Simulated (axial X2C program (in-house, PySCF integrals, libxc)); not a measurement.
# A two-component session on PbRb: properties at the nuclei

Aim: properties at the nuclei of PbRb, with spin–orbit coupling in the Hamiltonian from the start.

Computed with an in-house X2C program for linear molecules on PySCF integrals. Level: two-component X2C with atomic mean-field terms, Pb dyall-cv3z, Rb dyall-cv3z.

All values are calculated.

### 1 Input

Input file task.json:

```json
{
 "zs": [
  82,
  37
 ],
 "q": 0,
 "bas": [
  "dyall-cv3z",
  "dyall-cv3z"
 ],
 "r0": 3.54,
 "levels": [
  "PBE0",
  "HF",
  "r2SCAN",
  "BHandHLYP",
  "TPSSh"
 ],
 "nst": 2
}
```

Keys: zs atomic numbers; q charge; bas basis sets; r0 starting distance in Å; levels methods (HF also brings MP2); nst determinants followed.

The run is started by

```bash
$ python soeom.py task.json out
```

Nuclei are Gaussian, cores are contracted, and the Gaunt term is on.

### 2 Expectation values, lowest determinant

R = 3.636 Å. State: Ω = 1/2 (excess of +ω over −ω: ω = 1/2).

Output of the PBE0 run:

```text
two-component X2C + atomic mean field  PBE0
basis functions 290  fitting functions 1533  grid points 5810
iter        total energy     max residual
   1     -23871.346124890     1.42e+01
   2     -23871.728216986     3.02e-03
   3     -23871.728298115     3.06e-03
   4     -23871.728634652     5.69e-04
   5     -23871.728638808     1.79e-04
   6     -23871.728640637     5.14e-05
   7     -23871.728641268     4.61e-05
   8     -23871.728641643     3.07e-05
   9     -23871.728642025     1.65e-05
  10     -23871.728642129     6.03e-06
  11     -23871.728642156     3.35e-06
  12     -23871.728642166     1.10e-06
  13     -23871.728642167     2.19e-07
converged
one-electron -33573.92645591  Coulomb 9778.32825028  exact exchange -122.18505065  xc functional -374.10418333  nuclear repulsion 441.56316225  atomic mean-field constant -21.40436481
```

The highest occupied spinor is 56% Pb p, 37% Rb s, 3% Rb d.

| level | Eeff magnitude (GV/cm) | Ws magnitude Pb (kHz) | A∥/gI Pb (MHz) | qzz Pb (a.u.) | A∥/gI Rb (MHz) | qzz Rb (a.u.) | μ (D) |
| --- | --- | --- | --- | --- | --- | --- | --- |
| PBE0 | 7.75 | 20 | 1320 | -3.15 | 1090 | -0.21 | 6.39 |
| HF | 6.24 | 17.3 | 1110 | -2.49 | 1000 | -0.20 | 7.21 |
| r2SCAN | 1.44 | 4.5 | 1180 | -2.65 | 1030 | -0.23 | 6.57 |
| BHandHLYP | 8.57 | 22.2 | 1180 | -2.86 | 1160 | -0.21 | 6.64 |
| TPSSh | 8.96 | 22.8 | 1560 | -4.08 | 912 | -0.22 | 6.68 |

Eeff is the effective electric field on the electron dipole moment in this Ω state and Ws the scalar–pseudoscalar constant (defined with the proton number Z and per Ω); A∥ is the parallel hyperfine constant, which follows by multiplying with the nuclear g factor gI = μI/(I μN); qzz is the electric field gradient, eQq0 = 234.96 MHz × Q/barn × qzz; μ is positive if Rb is the positive end. The operators were transformed with the bare-nucleus X2C matrices.

### 3 Expectation values, a higher determinant

R = 3.636 Å. State: Ω = 3/2 (excess of +ω over −ω: ω = 3/2), 0.07 eV above the lowest in the PBE0 search for states (made at or near this distance, with looser thresholds).

Output of the PBE0 run:

```text
two-component X2C + atomic mean field  PBE0
basis functions 290  fitting functions 1533  grid points 5810
iter        total energy     max residual
   1     -23871.349569267     1.39e+01
   2     -23871.724545232     2.88e-03
   3     -23871.724670476     3.00e-03
   4     -23871.724898038     5.71e-04
   5     -23871.724900682     1.66e-04
   6     -23871.724901460     2.71e-05
   7     -23871.724901571     1.43e-05
   8     -23871.724901603     8.00e-06
   9     -23871.724901624     3.64e-06
  10     -23871.724901628     1.04e-06
  11     -23871.724901628     3.13e-07
converged
one-electron -33574.51711501  Coulomb 9778.95019749  exact exchange -122.19475562  xc functional -374.12202592  nuclear repulsion 441.56316225  atomic mean-field constant -21.40436481
```

The highest occupied spinor is 83% Pb p, 9% Rb d, 8% Rb p.

| level | Eeff magnitude (GV/cm) | Ws magnitude Pb (kHz) | A∥/gI Pb (MHz) | qzz Pb (a.u.) | A∥/gI Rb (MHz) | qzz Rb (a.u.) | μ (D) |
| --- | --- | --- | --- | --- | --- | --- | --- |
| PBE0 | 35.5 | 28.5 | -1600 | -0.34 | 225 | -0.18 | 10.26 |
| HF | 58 | 46.6 | -2820 | -0.55 | 160 | -0.30 | 12.10 |
| r2SCAN | 41.5 | 33.2 | -2290 | 0.20 | 232 | -0.21 | 10.68 |
| BHandHLYP | 33.9 | 27.2 | -1250 | -1.30 | 188 | -0.21 | 10.83 |
| TPSSh | 32.1 | 25.7 | -1530 | -0.11 | 213 | -0.17 | 10.16 |

### 4 Outcome

```
                                        quantity                                    value
                              lowest determinant  Ω = 1/2 (excess of +ω over −ω: ω = 1/2)
                    Eeff magnitude (GV/cm), PBE0                                     7.75
                     Ws magnitude Pb (kHz), PBE0                                       20
                            A∥/gI Pb (MHz), PBE0                                     1320
                             qzz Pb (a.u.), PBE0                                    -3.15
                              higher determinant  Ω = 3/2 (excess of +ω over −ω: ω = 3/2)
Eeff magnitude (GV/cm), PBE0, higher determinant                                     35.5
 Ws magnitude Pb (kHz), PBE0, higher determinant                                     28.5
        A∥/gI Pb (MHz), PBE0, higher determinant                                    -1600
         qzz Pb (a.u.), PBE0, higher determinant                                    -0.34
```

In words: In the first state, the effective field runs from 1.44 to 8.96 GV/cm over the mean-field levels, so the levels don't agree on it. The expectation values come from single determinants, which for open shells can mix terms of unlike spin or miss the lowest Ω, so a determinant need not be a state. Eeff is the effective electric field on the electron dipole moment in this Ω state and Ws the scalar–pseudoscalar constant (defined with the proton number Z and per Ω); A∥ is the parallel hyperfine constant, which follows by multiplying with the nuclear g factor gI = μI/(I μN); qzz is the electric field gradient, eQq0 = 234.96 MHz × Q/barn × qzz; μ is positive if Rb is the positive end. The operators were transformed with the bare-nucleus X2C matrices. A second determinant lies within 0.1 eV of the first, so their order is not settled at this level.
